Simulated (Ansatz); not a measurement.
# C4H12GeO3: small, medium and large basis sets

Aim: see how fast density functionals converge with the basis set for C4H12GeO3.

Program: Ansatz 0.2.0, Gaussian basis. Level of theory: one geometry, several basis sets. These are calculated values, not measurements.

The runs, in order: PBE0-D4/def2-SVP; ωB97M-V/def2-SVP; PBE0-D4/def2-QZVPP; ωB97M-V/def2-QZVPP; the functionals' def2-TZVPP values are taken from earlier runs.

**1. Structure used throughout**

An earlier PBE0-D4 in a triple-zeta def2 set relaxation fixed the geometry.

SMILES `CC[O][GeH]([O]C)[O]C`, 20 atoms, charge 0, spin multiplicity 1.

Atoms are counted from 1 here; the program's logs count them from 0.

Bond lengths: C1–C2 1.508 Å, C1–H9 1.092 Å, C1–H10 1.092 Å, C1–H11 1.093 Å, C2–O3 1.422 Å, C2–H12 1.096 Å, C2–H13 1.098 Å, O3–Ge4 1.755 Å, Ge4–O5 1.770 Å, Ge4–O7 1.757 Å, Ge4–H14 1.533 Å, O5–C6 1.409 Å, C6–H15 1.092 Å, C6–H16 1.096 Å, C6–H17 1.098 Å, O7–C8 1.412 Å, C8–H18 1.094 Å, C8–H19 1.092 Å and more. Angles: C2–C1–H9 110.7°, C2–C1–H10 110.5°, C2–C1–H11 110.4°, H9–C1–H10 108.3°, H9–C1–H11 108.5°, H10–C1–H11 108.5°, C1–C2–O3 108.6°, C1–C2–H12 110.5°, C1–C2–H13 110.3°, O3–C2–H12 109.9°, O3–C2–H13 110.3°, H12–C2–H13 107.3°, C2–O3–Ge4 119.5°, O3–Ge4–O5 111.4°, O3–Ge4–O7 107.2°, O3–Ge4–H14 107.2°, O5–Ge4–O7 104.5°, O5–Ge4–H14 111.4° and more.

Coordinates:

```
C     2.1325   -0.2348   -2.4607
C     1.5007   -0.2061   -1.0918
O     0.3831    0.6721   -1.1266
Ge   -0.6488    0.8158    0.2854
O    -1.3945   -0.7347    0.7012
C    -2.3558   -1.2905   -0.1667
O     0.3905    1.1845    1.6539
C    -0.0929    1.0437    2.9732
H     1.4199   -0.5931   -3.2066
H     2.4587    0.7657   -2.7517
H     3.0014   -0.8976   -2.4647
H     2.2225    0.1394   -0.3429
H     1.1823   -1.2148   -0.7984
H    -1.7067    1.8786   -0.0326
H    -2.7789   -2.1728    0.3185
H    -1.9138   -1.6000   -1.1210
H    -3.1772   -0.5937   -0.3789
H    -0.4732    0.0352    3.1623
H     0.7395    1.2383    3.6527
H    -0.8894    1.7648    3.1954
```

**2. PBE0-D4 in def2-SVP**

Contents of in.yaml:

```yaml
crystal:
  periodic: [false, false, false]
  atoms:
    - {symbol: C, position_ang: [2.132485, -0.234821, -2.460720]}
    - {symbol: C, position_ang: [1.500673, -0.206081, -1.091848]}
    - {symbol: O, position_ang: [0.383150, 0.672075, -1.126615]}
    - {symbol: Ge, position_ang: [-0.648772, 0.815847, 0.285435]}
    - {symbol: O, position_ang: [-1.394548, -0.734719, 0.701208]}
    - {symbol: C, position_ang: [-2.355775, -1.290544, -0.166690]}
    - {symbol: O, position_ang: [0.390491, 1.184491, 1.653892]}
    - {symbol: C, position_ang: [-0.092877, 1.043703, 2.973159]}
    - {symbol: H, position_ang: [1.419869, -0.593063, -3.206556]}
    - {symbol: H, position_ang: [2.458703, 0.765656, -2.751712]}
    - {symbol: H, position_ang: [3.001400, -0.897625, -2.464726]}
    - {symbol: H, position_ang: [2.222517, 0.139383, -0.342853]}
    - {symbol: H, position_ang: [1.182341, -1.214841, -0.798365]}
    - {symbol: H, position_ang: [-1.706674, 1.878650, -0.032623]}
    - {symbol: H, position_ang: [-2.778854, -2.172800, 0.318518]}
    - {symbol: H, position_ang: [-1.913769, -1.599991, -1.120971]}
    - {symbol: H, position_ang: [-3.177235, -0.593659, -0.378905]}
    - {symbol: H, position_ang: [-0.473165, 0.035231, 3.162303]}
    - {symbol: H, position_ang: [0.739450, 1.238274, 3.652685]}
    - {symbol: H, position_ang: [-0.889400, 1.764825, 3.195393]}
basis:
  gaussian: {orbitals: def2-SVP}
hamiltonian: {xc: pbe0, dispersion: d4}
output: {orbitals: {seedname: orbitals}}
```

After this run come: ωB97M-V in def2-SVP; PBE0-D4 in def2-QZVPP; ωB97M-V in def2-QZVPP.

**Question.** What will the summary of the whole plan be? Wanted: PBE0-D4: double and triple zeta above quadruple; ωB97M-V: double and triple zeta above quadruple.

The runs gave:

| quantity | value |
| --- | --- |
| PBE0-D4: double and triple zeta above quadruple | 21.24, 1.84 eV |
| ωB97M-V: double and triple zeta above quadruple | 21.62, 1.78 eV |

**Reading.** PBE0-D4 gains 19.40 eV from double to triple zeta, then 1.84 eV more. Total energies overstate the basis error of differences, where much of it tends to cancel. The LUMO of ωB97M-V is positive and keeps falling with the basis (3.15 to 1.84 eV): an unbound level that the basis holds in place.
